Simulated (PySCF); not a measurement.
# F5HOW (W(OH)F5): the cost of one run

Computed with PySCF 2.14.0 and routines of our own; the level stands in each step. Atoms count from 0.

## (1) The starting structure

8 atoms, charge 0, multiplicity 1; geometry from: GFN2-xTB.

## (2) Relaxing the molecule at PBE0-D3(BJ)/def2-SVP

Job settings and geometry (Å):

```
{"job": {"xc": "PBE0", "basis": "def2-SVP", "d3": "d3bj", "grid": 1, "maxiter": 30, "shake": 0.03, "kind": "geom"}, "charge": 0, "multiplicity": 1}
W      0.084790    -0.096150    -0.293490
O     -0.131100     0.079410     1.492630
H     -0.250910     0.148010     2.432430
F      0.263130    -0.126840    -2.146100
F      1.875290    -0.056780    -0.268490
F     -1.837200     0.004580    -0.528910
F      0.080040     1.826320    -0.491880
F      0.054190    -1.864210    -0.279900
```

On the command line:

```bash
> OMP_NUM_THREADS=1 python heavy_run.py task.json out
```

The driver reads the jobs from task.json and runs them one after another.

**Question.** How long does this first job take on 1 thread of Arm Neoverse N1, shared host, and how much memory does it need?

About 3.5 min, with a peak of 0.48 GiB.
